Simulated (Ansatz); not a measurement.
# CH8BFGaGeNSe: one species, many methods

The task here is to estimate one member of a computed series from the others.

The runs use Ansatz 0.2.0, Gaussian basis; functionals in def2-TZVPP, the program's frozen cores in correlated methods.

Levels to be run: LDA (SPW92), PBE-D4, revPBE-D4, BLYP-D4, r2SCAN-D4, B97M-V, PBE0-D4, B3LYP-D4, r2SCANh-D4, r2SCAN0-D4, HSE06-D4, BHLYP-D4, CAM-B3LYP-D4, LC-ωPBE, ωB97X-V, ωB97M-V, B2PLYP, PBE-QIDH; CCSD(T)/def2-SVP; CCSD(T)/def2-TZVPP; MP2/def2-QZVPP; extrapolation to the limit; RPA on PBE.

## The geometry

An earlier PBE0-D4 in a triple-zeta def2 set relaxation fixed the geometry.

15 atoms, charge 0, spin multiplicity 1.

Atoms are counted from 1 here; the program's logs count them from 0.

Bond lengths: N1–Ge2 1.855 Å, N1–H8 1.012 Å, N1–H9 1.012 Å, Ge2–B3 2.062 Å, Ge2–H10 1.542 Å, Ge2–H11 1.552 Å, B3–C4 1.545 Å, B3–Ga6 2.070 Å, C4–F5 1.397 Å, C4–H12 1.101 Å, C4–H13 1.101 Å, Ga6–Se7 2.337 Å, Ga6–H14 1.563 Å, Se7–H15 1.469 Å. Angles: Ge2–N1–H8 113.7°, Ge2–N1–H9 113.2°, H8–N1–H9 107.5°, N1–Ge2–B3 110.2°, N1–Ge2–H10 105.5°, N1–Ge2–H11 113.4°, B3–Ge2–H10 109.9°, B3–Ge2–H11 110.6°, H10–Ge2–H11 107.1°, Ge2–B3–C4 117.5°, Ge2–B3–Ga6 123.5°, C4–B3–Ga6 118.9°, B3–C4–F5 115.3°, B3–C4–H12 110.4°, B3–C4–H13 110.0°, F5–C4–H12 107.6°, F5–C4–H13 108.1°, H12–C4–H13 105.0° and more.

As a file:

```xyz
15
charge 0, multiplicity 1
N    -2.61752    0.65616    0.32343
Ge   -0.86087    1.18549    0.59523
B     0.42461   -0.37144    0.17847
C    -0.19872   -1.70140   -0.29987
F     0.71463   -2.71419   -0.60059
Ga    2.48641   -0.19803    0.23722
Se    3.47492    0.79824   -1.63180
H    -2.96126    0.01312    1.02456
H    -3.26509    1.43213    0.27957
H    -0.62163    2.34209   -0.39544
H    -0.59768    1.74312    2.01977
H    -0.89313   -2.09374    0.45921
H    -0.82061   -1.52717   -1.19100
H     3.53384   -0.57198    1.33558
H     2.20210    1.00758   -2.33434
```

Set-up of the first run:

in.yaml

```yaml
crystal:
  periodic: [false, false, false]
  atoms:
    - {symbol: N, position_ang: [-2.617523, 0.656159, 0.323428]}
    - {symbol: Ge, position_ang: [-0.860873, 1.185494, 0.595235]}
    - {symbol: B, position_ang: [0.424605, -0.371442, 0.178472]}
    - {symbol: C, position_ang: [-0.198716, -1.701396, -0.299874]}
    - {symbol: F, position_ang: [0.714629, -2.714190, -0.600585]}
    - {symbol: Ga, position_ang: [2.486410, -0.198032, 0.237216]}
    - {symbol: Se, position_ang: [3.474922, 0.798241, -1.631802]}
    - {symbol: H, position_ang: [-2.961260, 0.013122, 1.024562]}
    - {symbol: H, position_ang: [-3.265086, 1.432134, 0.279573]}
    - {symbol: H, position_ang: [-0.621633, 2.342093, -0.395443]}
    - {symbol: H, position_ang: [-0.597681, 1.743124, 2.019766]}
    - {symbol: H, position_ang: [-0.893132, -2.093736, 0.459207]}
    - {symbol: H, position_ang: [-0.820611, -1.527174, -1.190999]}
    - {symbol: H, position_ang: [3.533841, -0.571978, 1.335581]}
    - {symbol: H, position_ang: [2.202100, 1.007581, -2.334338]}
basis:
  gaussian: {orbitals: def2-TZVPP}
hamiltonian: {xc: lda}
output: {orbitals: {seedname: orbitals}}
```

Run with:

```console
ansatz run in.yaml --threads 4 --pin off --events-out ev --progress --plain --max-ram 66560MiB --backend cuda --devices 0, --max-vram 37GiB
```

Among the steps run: LDA; PBE-D4 (GGA); revPBE-D4 (GGA); BLYP-D4 (GGA); r2SCAN-D4 (meta-GGA); B97M-V (meta-GGA); B3LYP-D4 (hybrid); r2SCANh-D4 (hybrid); r2SCAN0-D4 (hybrid); HSE06-D4 (hybrid); BHLYP-D4 (hybrid); CAM-B3LYP-D4 (range-separated); LC-ωPBE (range-separated); ωB97X-V (range-separated); ωB97M-V (range-separated); B2PLYP (double hybrid); PBE-QIDH (double hybrid).

One table of the session follows, with a row left open; its other results are not shown here.

It belongs to the step «Frontier levels by functional». 

```
  functional  HOMO (eV)  LUMO (eV)  gap (eV)
 LDA (SPW92)      -6.11      -3.58      2.53
      PBE-D4      -5.98      -3.37      2.61
   revPBE-D4      -5.92      -3.27      2.66
     BLYP-D4      -5.86      -3.18      2.67
   r2SCAN-D4      -6.29      -3.16      3.13
      B97M-V      -6.36      -3.16      3.20
     PBE0-D4      -7.14      -2.52      4.62
    B3LYP-D4      -6.91      -2.68      4.24
  r2SCANh-D4          ?          ?         ?
  r2SCAN0-D4      -7.32      -2.41      4.91
    HSE06-D4      -6.75      -2.90      3.85
    BHLYP-D4      -8.06      -1.51      6.56
CAM-B3LYP-D4      -8.38      -1.40      6.98
     LC-ωPBE      -9.70      -0.30      9.40
     ωB97X-V      -9.38      -0.41      8.97
     ωB97M-V      -9.25      -0.60      8.65
```

Estimate the missing values for r2SCANh-D4.

Worked estimate for «HOMO (eV)». Against the share of exact exchange, r2SCAN-D4 (0, -6.29), r2SCAN0-D4 (0.25, -7.32) give a slope of -4.12 per unit share; at 0.1 the line stands at -6.70.

**Answer.** HOMO (eV): -6.72; LUMO (eV): -2.86; gap (eV): 3.86. In «HOMO (eV)» the line misses by +0.02.
